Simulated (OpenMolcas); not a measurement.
# Cu⁴⁺ among point charges: CASSCF and CASPT2 levels and susceptibility

Aim: the splitting of the states of Cu⁴⁺ in the field of 6 point charges, its lowest levels with spin-orbit coupling and its magnetic susceptibility.

The numbers are computed with OpenMolcas 26.06 (state-averaged CASSCF and CASPT2, spin-orbit coupling by RASSI with atomic mean-field integrals), except any that are marked as measured or tabulated.

### Step 1. What is computed

| Quantity | Value |
| --- | --- |
| Species | Cu⁴⁺ (copper, Z = 29, 25 electrons) |
| Basis | ANO-RCC-VTZP [6s5p3d2f1g], 59 functions |
| Scalar Hamiltonian | DKH2, point nucleus |
| Inactive shells | 1s 2s 2p 3s 3p |
| Active space | 7 electrons in 5 orbitals (3d) |
| Some configurations of this space | 3d⁷ |
| Orbitals | optimised for each spin and parity, averaged over all roots |

Outer shells as boxes (Hund's rule):

3d7
```
3d [↑↓][↑↓][↑ ][↑ ][↑ ]
```

The ion sits among 6 point charges of -1.5 e arranged as an octahedron (Oh), 1.77 Å from the ion.

The work runs as a chain of OpenMolcas steps in one folder; each step below is one input file. Labels, J, g values, rates, χT and fits are worked out afterwards by a script from the matrices that RASSI stores. The input lists half of the charges; inversion (Group=XYZ) makes the rest.

### Step 2. Basis and integrals

a.inp reads:

```
&GATEWAY
Coord
1

Cu 0.0 0.0 0.0
Basis=ANO-RCC-VTZP
Group=XYZ
NoMove
AngMom=0.0 0.0 0.0
AMFI
XField
3 Angstrom 0
1.770000 0.000000 0.000000 -1.500000
0.000000 1.770000 0.000000 -1.500000
0.000000 0.000000 1.770000 -1.500000
&SEWARD
```

Command:

```console
$ OMP_NUM_THREADS=1 MOLCAS_MEM=1689 MOLCAS_PROJECT=a pymolcas a.inp > a.log
```

### Step 3. Reference wave functions, quartets of even parity, 10 roots

a.inp reads:

```
&RASSCF
FileOrb=start.orb
Symmetry=1
Spin=4
nActEl=7 0 0
Inactive=3 6
Ras2=5 0
CIRoot=10 10 1
SDav=10
CIMx=300
Iter=120 100
PrWF=0.3
OrbListing=Nothing
MaxOrb=0
>>> COPY $Project.JobIph JOB001
```

start.orb holds the contracted functions of the basis, ordered by shell, or the orbitals of the step before.

### Step 4. Reference wave functions, doublets of even parity, 40 roots

a.inp reads:

```
&RASSCF
FileOrb=start.orb
Symmetry=1
Spin=2
nActEl=7 0 0
Inactive=3 6
Ras2=5 0
CIRoot=40 40 1
SDav=40
CIMx=300
Iter=120 100
PrWF=0.3
OrbListing=Nothing
MaxOrb=0
>>> COPY $Project.JobIph JOB002
```

### Step 5. RASSI: spin-orbit coupling between the states

a.inp reads:

```
&RASSI
NrOfJobIphs=2 10 40
1 2 3 4 5 6 7 8 9 10
1 2 3 4 5 6 7 8 9 10 11 12 13 14 15 16 17 18 19 20 21 22 23 24 25 26 27
28 29 30 31 32 33 34 35 36 37 38 39 40
IphNames
JOB001
JOB002
EJob
SpinOrbit
DIPRint=1.0
SOCoupling=1000.0
Subsets=2
Property=9
'ANGMOM' 1 'ANGMOM' 2 'ANGMOM' 3 'MLTPL  1' 1 'MLTPL  1' 2 'MLTPL  1' 3
'AMFI' 1 'AMFI' 2 'AMFI' 3
SOProperty=3
'ANGMOM' 1 'ANGMOM' 2 'ANGMOM' 3
```

### Step 6. CASPT2: IPEA 0.25, imaginary shift 0.1 (closed shells correlated: 3s 3p)

a.inp reads:

```
>>> COPY JOB001 $Project.JobIph
&CASPT2
Multistate=10 1 2 3 4 5 6 7 8 9 10
NoMult
Frozen=2 3
IPEA=0.25
Imaginary=0.1
MaxIter=60
WThr=0.0 0.3 0.05
PrWF=0.5
NoMix
>>> COPY JOB002 $Project.JobIph
&CASPT2
Multistate=40 1 2 3 4 5 6 7 8 9 10 11 12 13 14 15 16 17 18 19 20 21 22
23 24 25 26 27 28 29 30 31 32 33 34 35 36 37 38 39 40
NoMult
Frozen=2 3
IPEA=0.25
Imaginary=0.1
MaxIter=60
WThr=0.0 0.3 0.05
PrWF=0.5
NoMix
```

(Steps that only read results are left out.)

Before running it: what results should come out? Wanted: spin-free ground state; first state of the same spin within the active space; lowest level; next level.

As calculated:

```
                                            quantity                                                                        value
                                              method  SS-CASPT2, IPEA 0.25, imaginary shift 0.1 (closed shells correlated: 3s 3p)
                              spin-free ground state                                              4T1, 3-fold in its orbital part
first state of the same spin within the active space                                                             4T2 at 1450 cm⁻¹
                                        lowest level                                              2-fold Γ6, g = 4.96, 4.96, 4.96
                                          next level                                                                   361.5 cm⁻¹
                                         χT at 300 K                                                               4.61 cm³ K/mol
                           effective moment at 300 K                                                                      6.07 μB
```

Cost by method:

| method | time of its own steps | time with the reference |
| --- | --- | --- |
| A. CASSCF | 10 s | 10 s |
| B. SS-CASPT2, IPEA 0.25, imaginary shift 0.1, +3s 3p | 6 s | 16 s |

Times are of one thread on a shared host.

What this shows: The spin-free ground state (4T1) comes to 100 % from free-ion F terms and keeps the highest spin of the shell. χT at 300 K is 4.61, against 1.88 cm³ K/mol for the spin alone, so orbital moment adds to it. An active space of the d shell alone favours high spin; real ions in strong fields can be low spin. A ligand-field fit to the states below 45000 cm-1 gives 10Dq = 2053 cm-1, B = 1350 cm-1 and C = 5455 cm-1 (C/B = 4.04), with a deviation of 736 cm-1. CASPT2 does not keep the components of a term degenerate, and the means are used. The field of point charges can differ much from that of real complexes. With metal d orbitals alone active, the gaps between spin states are rough; where two lie within a few thousand cm-1, their order is open. Point charges carry no covalency, so the field is a model and not that of real ligands.
